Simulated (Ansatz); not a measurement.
# AlIn (P6/mmm) in Ansatz: notebook

One crystal, AlIn, is run at these levels: PBE; tasks: single point.

Program: Ansatz 0.2.0. These are calculated values, not measurements. Logs are shortened: lines on timing, memory, paths and dates and some standing lists are left out, and cuts for length are marked.

### Step 1. The structure

Symmetry: P6/mmm, No. 191, hexagonal system. The conventional cell has a = 3.054 Å, b = 3.054 Å, c = 5.828 Å, α = 90.00°, β = 90.00°, γ = 120.00°. Al (site symmetry 6/mmm) has 2 In at 2.91 Å and 6 Al at 3.05 Å as nearest neighbours. In (site symmetry 6/mmm) has 2 Al at 2.91 Å and 6 In at 3.05 Å as nearest neighbours.

The cell was built by a generator and needn't be a form met in nature.

### Step 2. Single point, PBE, 22.13 Å³/atom (volume scaled by 0.94)

File input.yaml:

```yaml
crystal:
  lattice:
    - [2.9917833222, 0.0, 0.0]
    - [-1.495896559, 2.5909660741, 0.0]
    - [0.0, 0.0, 5.7090474333]
  atoms:
    - { symbol: Al, position: [0.0, 0.0, 0.0] }
    - { symbol: In, position: [0.0, 0.0, 0.5] }
kpoints:
  mp_grid: { grid: [10, 10, 5] }
scf:
  occupations: { method: fermi_dirac, width: 0.05 }
hamiltonian:
  xc: pbe
  pseudopotentials: { kind: all_electron, lapw: { basis_error: 0.0005 } }
output:
  forces: true
  stress: true
  eigenvalues: true
```

Potentials or basis: all-electron LAPW, scalar-relativistic.

Started as:

```
> ansatz run input.yaml --threads 1 --pin off --max-ram 3072MiB --backend cpu --events-out ev --progress --plain --runs-dir out
```

The program printed:

```text
Warning: crystal.lattice, of which some number shows no typed digit to judge by, misses the space group found at crystal.symmetry.tolerance 1.0e-5 by more than rounding, which is why this is a warning: the operation that it misses by the most changes a squared length by the fraction 5.71e-6, and from 1e-6 on that is taken for a strain and not for rounding. The run uses the lattice that is a stretch of the typed one, with no rotation, onto the one that keeps every operation to a double's rounding (on a very oblique basis the stretch itself rounds by more); the deck's lattice vector that moved farthest moved by 4.35e-6 Å. To run the lattice as typed, set crystal.symmetry.tolerance under 1.92e-6, the least fraction by which an operation that the lattice misses changes a squared length (the same key also sets how far an atom may lie from its image, so lowering it can lose operations that the atoms keep only within it), or set crystal.symmetry.detect: false (a key that needs symmetry detection or time reversal refuses this as the deck is read). crystal.lattice made exact, in Å and degrees: [[2.9917866214459785, 2.8278038835642464e-6, 0.0], [-1.4958957596729892, 2.590961802972693, 0.0], [0.0, 0.0, 5.7090474333]]. Pasted over the deck's crystal.lattice, beside positions in fractional coordinates, it runs the same cell (given as lengths and angles, that cell in the form's own orientation, a rigid turn of the misfit's size from the one run here, for which a checkpoint.post_process_only pass over this run's state can be refused: where this run relaxes nothing, give such a pass this deck's own crystal.lattice, as typed; behind a relaxation, as crystal.lattice, the state's own cell, identity.cell in its checkpoint.json), and a matrix so pasted ends this notice, except on a very skew basis of the lattice, where the rounding of the pasted numbers themselves can read as a misfit: the cell is then moved again, and that move is told again. The lattice as run is in this notice's lattice.as_run_ang field (Run.prep()["deck_notices"] in Python, the deck_notice line of an events file, deck_notices of ansatz run --dry-run=json, or deck_notices in record.json in the deck's checkpoint.write directory).
Warning: RAYON_NUM_THREADS=1 ignored (pool sized by the plan → 1); use --threads N
LAPW: plane waves up to 7.892 Å⁻¹, error target 5.0e-4 eV per atom; small_component_spin mean_spin; Al in spheres of 1.359 Å, 11 of its electrons in bands, Dirac shells []; In in spheres of 1.496 Å, 21 of its electrons in bands, Dirac shells [] (how accurate: hamiltonian.pseudopotentials.lapw.basis_error, Limitations)
Engine: ansatz 0.2.0, aarch64-unknown-linux-gnu
Pseudopotentials: kind: all_electron
Pseudopotential: Al, LAPW, valence charge 11, lapw/all_electron/scalar/gaussian/Al, Koelling and Harmon's equation, gaussian nucleus
Pseudopotential: In, LAPW, valence charge 21, lapw/all_electron/scalar/gaussian/In, Koelling and Harmon's equation, gaussian nucleus
Functional definition: PBE
  parameter kappa = 0.804
  parameter beta = 0.06672455060314922
  exchange = pbe_x(kappa = kappa, mu = beta*pi^2/3)
  correlation = pbe_c(beta = beta)
Crystal: 2 atoms, lattice volume = 44.254 Å³
Basis set: ecut = 237.28484164940318 eV, 375 PW (Γ), exchange–correlation at level 2
Bands: 20, of which v1, the nominal top of the filled ones, is band 16 counted from 1 (15 counted from 0)
Symmetry: 24 space group operations
Space group: P6/mmm (ITA 191), of the structure as read, at distance tolerance 3.5e-5 Å
k-points: 42 of 500
Non-local potential: Al, projectors of the file, none
Non-local potential: In, projectors of the file, none
Initial density: superposition of atomic densities (chi_scale 0.1, normalization cell, long waves kept (reshape's long-wave potential 0.04 eV rms))
Initial wavefunctions: plane waves of lowest kinetic energy (no species holds an atomic orbital)
Functional: x = pbe(κ = 0.804, μ = 0.2195149727645171), c = pbe(β = 0.06672455060314922)
iter 1 solved again at ethr=5.37e-4 eV; its pass at ethr=1.00e-1 eV (dr2=1.72e-1 eV) is discarded
SCF iter   1: F=—  HF=-166653.031206 eV  |F-HF|=—  |Δ(HF+E_count)|=         —  Δρ=1.16e-2  dr2=1.72e-1  ethr=5.37e-4  ⟨swp⟩=2.8  Hψ=5603  notcnv=0
preconditioner: auto → Kerker (q_TF=auto, 2.585 Å⁻¹)  [metal: Δε(μ)=0.042 eV  Ē_g=14.470 eV  σ=0.050 eV  W_gap=0.20  n_scr=10 (ndim 8)  ℏωp=22.3 eV  f_vac=0.000  D(μ)=1.66/eV (n_scr^D=10)]
SCF iter   2: F=—  HF=-166652.951336 eV  |F-HF|=—  |Δ(HF+E_count)|=   7.99e-2  Δρ=6.35e-3  dr2=3.62e-2  ethr=5.37e-4  ⟨swp⟩=2.2  Hψ=2488  notcnv=0  defer=1
SCF iter   3: F=—  HF=-166652.943989 eV  |F-HF|=—  |Δ(HF+E_count)|=   7.35e-3  Δρ=3.87e-3  dr2=1.67e-2  ethr=1.13e-4  ⟨swp⟩=2.0  Hψ=2328  notcnv=0
iter 4 solved again at ethr=4.41e-6 eV; its pass at ethr=5.22e-5 eV (dr2=1.41e-3 eV) is discarded
SCF iter   4: F=—  HF=-166652.941214 eV  |F-HF|=—  |Δ(HF+E_count)|=         —  Δρ=1.25e-3  dr2=1.40e-3  ethr=4.41e-6  ⟨swp⟩=2.0  Hψ=4117  notcnv=0
the basis was enlarged: its passes take 79.1 KiB over the memory plan, 1 of 1 planned eigensolver slots
SCF iter   5: F=—  HF=-166652.941353 eV  |F-HF|=—  |Δ(HF+E_count)|=   1.39e-4  Δρ=2.29e-4  dr2=4.08e-5  ethr=4.39e-6  ⟨swp⟩=2.1  Hψ=2332  notcnv=0
SCF iter   6: F=—  HF=-166652.941352 eV  |F-HF|=—  |Δ(HF+E_count)|=   8.51e-7  Δρ=1.10e-4  dr2=7.30e-6  ethr=1.28e-7  ⟨swp⟩=2.3  Hψ=2341  notcnv=0
SCF iter   7: F=—  HF=-166652.941351 eV  |F-HF|=—  |Δ(HF+E_count)|=   3.00e-7  Δρ=3.47e-5  dr2=8.08e-7  ethr=2.28e-8  ⟨swp⟩=2.0  Hψ=2327  notcnv=0
SCF iter   8: F=-166652.941351 eV  HF=-166652.941351 eV  |F-HF|=5.77e-8  |Δ(HF+E_count)|=   1.34e-7  Δρ=9.30e-6  dr2=7.36e-8  ethr=2.52e-9  ⟨swp⟩=2.0  Hψ=2327  notcnv=0
SCF 1 converged in 8 iterations: F = -166652.941351 eV  dr2 = 7.36e-8
SCF converged after 8 iterations
Free energy (F): -166652.941351 eV
Harris-Foulkes:  -166652.941351 eV  (|F-HF|=5.77e-8)
Internal energy: -166652.924828 eV  (E = F + TS)
E sigma→0 (E₀):  -166652.933089 eV
Entropy (-TS):   -0.016524 eV (-8.262 meV/atom)
Fermi energy:    11.413669 eV
--- Per-component energies (eV) ---
  E_band       = -1075.848612
  E_kinetic    = 174610.165211
  E_xc         = -4859.686304
  E_electrostatic = -336403.403735  (all electrons and nuclei)
  E_smearing   = -0.016524  (= −TS)
  E_closure    = 0.000000  (closes the sum)
  E_atoms      = -166647.209085  (free atoms, spherical and without spin; not in F)
  Σ components = -166652.941351   (vs F -166652.941351, Δ=0.00e0)
  Basis errors (estimates in eV, not in F): energy 1.0e-4 per atom: plane waves 8.1e-5 (4.4e-5 summed), levels above the bands 4.9e-44, relativity 3.6e-9, radial functions 2.4e-5, core shells 1.7e-8; eigenvalues (radial functions only) 1.7e-6; not estimated: angular momenta, meshes, grids; target (lapw.basis_error) 5.0e-4; muffin-tin radii Al 1.359 Å, In 1.496 Å
--- Forces (eV/Å), atoms counted from 1 ---
  atom   1  Al    -0.00000000     0.00000000     0.00000000
  atom   2  In     0.00000000     0.00000000     0.00000000
  max |Σ_I F_I| component: 1.12e-30 eV/Å
--- Stress (GPa, compression-positive) ---
        3.643509       0.000000      -0.000000
        0.000000       3.643509      -0.000000
       -0.000000      -0.000000       2.570062
  P = ⅓ Tr σ = 3.2857 GPa (32.857 kbar)
--- Band table (eV; the first three rows and the last of 42) ---
  k-point 0: bands = ["-104.1276", "-92.0191", "-62.6066", "-62.6066", "-62.5833", "-53.4938", "-53.4771", "-53.4771", "-3.6178", "-3.4186", "-3.4186", "-2.9752", "-2.9752", "1.4525", "5.8087", "7.2566", "19.2903", "20.9999", "22.1619", "22.1619"]
  k-point 1: bands = ["-104.1276", "-92.0191", "-62.6066", "-62.6066", "-62.5833", "-53.4938", "-53.4771", "-53.4771", "-3.6150", "-3.4186", "-3.4186", "-2.9752", "-2.9752", "1.6268", "4.6746", "8.7692", "16.8962", "22.3348", "22.3348", "22.9919"]
  k-point 2: bands = ["-104.1276", "-92.0191", "-62.6066", "-62.6066", "-62.5833", "-53.4938", "-53.4771", "-53.4771", "-3.6105", "-3.4186", "-3.4186", "-2.9752", "-2.9752", "2.0834", "3.4895", "11.1341", "13.9546", "22.7624", "22.7624", "23.7011"]
  k-point 41: bands = ["-104.1254", "-92.0181", "-62.6286", "-62.6235", "-62.5803", "-53.4928", "-53.4843", "-53.4826", "-3.3191", "-3.3040", "-3.2196", "-3.1763", "-3.0345", "8.5119", "9.4470", "10.6827", "11.3423", "11.5065", "12.3328", "17.2223"]
```

It took 7.9 s on 1 thread of Arm Neoverse V2, shared host; peak memory 0.33 GiB.

What came out:

* Free energy: -166652.9414 eV
* Pressure: 3.3 GPa
* Band gap on the k mesh: none (metal or under the smearing width)

### Step 3. Single point, PBE, 22.60 Å³/atom (volume scaled by 0.96)

input.yaml: that of step 2 with these lines changed.

```diff
@@ -2,5 +2,5 @@
   lattice:
-    - [2.9917833222, 0.0, 0.0]
-    - [-1.495896559, 2.5909660741, 0.0]
-    - [0.0, 0.0, 5.7090474333]
+    - [3.012852913, 0.0, 0.0]
+    - [-1.5064313889, 2.6092129152, 0.0]
+    - [0.0, 0.0, 5.7492533174]
   atoms:
```

Potentials or basis: all-electron LAPW, scalar-relativistic.

Started as:

```
> ansatz run input.yaml --threads 1 --pin off --max-ram 3072MiB --backend cpu --events-out ev --progress --plain --runs-dir out
```

Wall time 8 s (1 thread of Arm Neoverse V2, shared host); peak memory 0.32 GiB.

The run converged. Its results:

```
Free energy            : -166652.9568 eV
Pressure               : 2.0 GPa
Band gap on the k mesh : none (metal or under the smearing width)
```

### Step 4. Single point, PBE, 23.07 Å³/atom (volume scaled by 0.98)

input.yaml: that of step 3 with these lines changed.

```diff
@@ -2,5 +2,5 @@
   lattice:
-    - [3.012852913, 0.0, 0.0]
-    - [-1.5064313889, 2.6092129152, 0.0]
-    - [0.0, 0.0, 5.7492533174]
+    - [3.0336318656, 0.0, 0.0]
+    - [-1.5168208992, 2.6272080557, 0.0]
+    - [0.0, 0.0, 5.7889045932]
   atoms:
```

Started as:

```
> ansatz run input.yaml --threads 1 --pin off --max-ram 3072MiB --backend cpu --events-out ev --progress --plain --runs-dir out
```

Run time: 7.8 s. Hardware: 1 thread of Arm Neoverse V2, shared host; peak memory 0.32 GiB.

It converged, with:

```
Free energy            : -166652.9652 eV
Pressure               : 0.9 GPa
Band gap on the k mesh : none (metal or under the smearing width)
```

### Step 5. Single point, PBE, 23.54 Å³/atom

input.yaml: that of step 4 with these lines changed.

```diff
@@ -2,5 +2,5 @@
   lattice:
-    - [3.0336318656, 0.0, 0.0]
-    - [-1.5168208992, 2.6272080557, 0.0]
-    - [0.0, 0.0, 5.7889045932]
+    - [3.05413, 0.0, 0.0]
+    - [-1.52707, 2.64496, 0.0]
+    - [0.0, 0.0, 5.82802]
   atoms:
```

Started as:

```
> ansatz run input.yaml --threads 1 --pin off --max-ram 3072MiB --backend cpu --events-out ev --progress --plain --runs-dir out
```

Wall time 7.5 s (1 thread of Arm Neoverse V2, shared host); peak memory 0.32 GiB.

Results (log left out):

```yaml
Free_energy: -166652.9674 eV
Pressure: -0.1 GPa
Band_gap_on_the_k_mesh: none (metal or under the smearing width)
```

### Step 6. Single point, PBE, 24.01 Å³/atom (volume scaled by 1.02)

input.yaml: that of step 5 with these lines changed.

```diff
@@ -2,5 +2,5 @@
   lattice:
-    - [3.05413, 0.0, 0.0]
-    - [-1.52707, 2.64496, 0.0]
-    - [0.0, 0.0, 5.82802]
+    - [3.0743566159, 0.0, 0.0]
+    - [-1.5371833411, 2.6624768019, 0.0]
+    - [0.0, 0.0, 5.8666172838]
   atoms:
```

Potentials or basis: all-electron LAPW, scalar-relativistic.

Started as:

```
> ansatz run input.yaml --threads 1 --pin off --max-ram 3072MiB --backend cpu --events-out ev --progress --plain --runs-dir out
```

Run time: 8.1 s. Hardware: 1 thread of Arm Neoverse V2, shared host; peak memory 0.33 GiB.

The run converged. Its results:

| Property | Result |
| --- | --- |
| Free energy | -166652.9641 eV |
| Pressure | -1.0 GPa |
| Band gap on the k mesh | none (metal or under the smearing width) |

### Step 7. Single point, PBE, 24.48 Å³/atom (volume scaled by 1.04)

input.yaml: that of step 6 with these lines changed.

```diff
@@ -2,5 +2,5 @@
   lattice:
-    - [3.0743566159, 0.0, 0.0]
-    - [-1.5371833411, 2.6624768019, 0.0]
-    - [0.0, 0.0, 5.8666172838]
+    - [3.09432053, 0.0, 0.0]
+    - [-1.5471653308, 2.6797660967, 0.0]
+    - [0.0, 0.0, 5.9047132687]
   atoms:
```

Started as:

```
> ansatz run input.yaml --threads 1 --pin off --max-ram 3072MiB --backend cpu --events-out ev --progress --plain --runs-dir out
```

Run time: 7.4 s. Hardware: 1 thread of Arm Neoverse V2, shared host; peak memory 0.31 GiB.

Results (log left out):

```yaml
Free_energy: -166652.9562 eV
Pressure: -1.7 GPa
Band_gap_on_the_k_mesh: none (metal or under the smearing width)
```

### Step 8. Single point, PBE, 24.95 Å³/atom (volume scaled by 1.06)

input.yaml: that of step 7 with these lines changed.

```diff
@@ -2,5 +2,5 @@
   lattice:
-    - [3.09432053, 0.0, 0.0]
-    - [-1.5471653308, 2.6797660967, 0.0]
-    - [0.0, 0.0, 5.9047132687]
+    - [3.1140301093, 0.0, 0.0]
+    - [-1.5570201527, 2.6968351308, 0.0]
+    - [0.0, 0.0, 5.9423239213]
   atoms:
```

Started as:

```
> ansatz run input.yaml --threads 1 --pin off --max-ram 3072MiB --backend cpu --events-out ev --progress --plain --runs-dir out
```

Wall time 7.2 s (1 thread of Arm Neoverse V2, shared host); peak memory 0.3 GiB.

It converged, with:

- Free energy: -166652.9443 eV
- Pressure: -2.3 GPa
- Band gap on the k mesh: none (metal or under the smearing width)
